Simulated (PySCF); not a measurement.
# Pb2(OH)4: other functionals and bases at one geometry

One table from this session's results is given with a row withheld; the runs are named, their logs left out.

Method: several levels, as the steps say, no spin–orbit coupling; program: PySCF 2.14.0.

1 further run of the same task is left out (for a known fault of the program).

## The system as given

10 atoms, charge 0, spin multiplicity 1.

Bond lengths: Pb1–O3 2.296 Å, Pb1–O5 2.292 Å, Pb1–O7 2.117 Å, Pb2–O3 2.296 Å, Pb2–O5 2.292 Å, Pb2–O9 2.117 Å, O3–H4 0.968 Å, O5–H6 0.964 Å, O7–H8 0.964 Å, O9–H10 0.964 Å. Angles: O3–Pb1–O5 72.3°, O3–Pb1–O7 92.1°, O5–Pb1–O7 96.0°, O3–Pb2–O5 72.3°, O3–Pb2–O9 92.1°, O5–Pb2–O9 96.0°, Pb1–O3–Pb2 107.6°, Pb1–O3–H4 109.9°, Pb2–O3–H4 109.9°, Pb1–O5–Pb2 107.8°, Pb1–O5–H6 126.1°, Pb2–O5–H6 126.1°, Pb1–O7–H8 114.2°, Pb2–O9–H10 114.2°.

As a file:

| atom | x (Å) | y (Å) | z (Å) |
| --- | --- | --- | --- |
| Pb1 | 0.0252 | -0.6296 | 1.8526 |
| Pb2 | 0.0252 | -0.6296 | -1.8526 |
| O3 | 0.9306 | -1.6399 | 0.0000 |
| H4 | 1.8916 | -1.5267 | 0.0000 |
| O5 | -0.8513 | 0.3972 | 0.0000 |
| H6 | -1.5050 | 1.1055 | 0.0000 |
| O7 | 1.6901 | 0.6619 | 2.0561 |
| H8 | 1.9245 | 1.1349 | 1.2491 |
| O9 | 1.6901 | 0.6619 | -2.0561 |
| H10 | 1.9245 | 1.1349 | -1.2491 |

Formal oxidation states: Pb +2. An earlier session relaxed this geometry at PBE0, Pb def2-SVP with ECP60, O def2-SVP, H def2-SVP (singlet, point group Cs).

At PBE0 on the finer grid: E = -688.602520 Eh, HOMO -7.19 eV, LUMO -1.24 eV, Mulliken charge on Pb1 +0.79 e, largest force component 0.023 eV/Å. 

Levels to run: B3LYP; r2SCAN; CAM-B3LYP; TPSSh; PBE0, TZVP; PBE0, x2c-SVP. Hardware: 2 threads of Arm Neoverse V1, shared host.

The first run:

The input, run.py (the lines that set the calculation):

```python
mol = gto.M(atom='''
Pb     0.02516    -0.62961     1.85256
Pb     0.02516    -0.62961    -1.85256
O      0.93060    -1.63990     0.00000
H      1.89156    -1.52671     0.00000
O     -0.85129     0.39721     0.00000
H     -1.50502     1.10554     0.00000
O      1.69006     0.66194     2.05606
H      1.92452     1.13487     1.24908
O      1.69006     0.66194    -2.05606
H      1.92452     1.13487    -1.24908''',
    basis={'Pb': 'def2-SVP', 'O': 'def2-SVP', 'H': 'def2-SVP'},
    ecp={'Pb': 'def2-SVP'},
    charge=0, spin=0)
mf = dft.RKS(mol, xc='B3LYP')
mf.grids.atom_grid = (75, 302)
mf = mf.density_fit()  # fitting sets: Pb def2-universal-JKFIT, O def2-universal-JKFIT, H def2-universal-JKFIT
mf.conv_tol = 1e-08; mf.max_cycle = 55
mf.kernel(dm0)  # dm0: the density of the relaxed state
```

Run with:

```sh
$ OMP_NUM_THREADS=2 python run.py
```

Steps of the session up to this table: B3LYP; r2SCAN; CAM-B3LYP; TPSSh; PBE0, TZVP; PBE0, x2c-SVP.

One of the session's tables, all rows but one given; the rest of the session is left out.

| level | HOMO (eV) | gap (eV) | charge on Pb1 (e) | dipole (D) | largest force component (eV/Å) |
| --- | --- | --- | --- | --- | --- |
| PBE0 (relaxed here) | -7.19 | 5.95 | 0.79 | 3.63 | 0.02 |
| B3LYP | -6.94 | 5.46 | 0.76 | 3.54 | 0.28 |
| r2SCAN | -6.04 | 4.35 | 0.77 | 3.42 | 0.18 |
| CAM-B3LYP | ? | ? | ? | ? | ? |
| TPSSh | -6.39 | 4.85 | 0.75 | 3.42 | 0.32 |
| PBE0, TZVP | -7.42 | 5.94 | 0.94 | 4.11 | 0.27 |
| PBE0, x2c-SVP | -7.21 | 5.96 | 0.81 | 3.61 | 0.68 |

Q: Estimate the row for CAM-B3LYP from the others.

As computed: HOMO (eV): -8.47; gap (eV): 8.09; charge on Pb1 (e): 0.77; dipole (D): 3.67; largest force component (eV/Å): 0.15. In the column «HOMO (eV)» it is the lowest.

In one basis the HOMO–LUMO gap runs from 4.35 eV (r2SCAN) to 8.09 eV (CAM-B3LYP). The largest leftover force, 0.68 eV/Å with PBE0, x2c-SVP, stands at a geometry relaxed at another level. Total energies of different levels can't be compared.
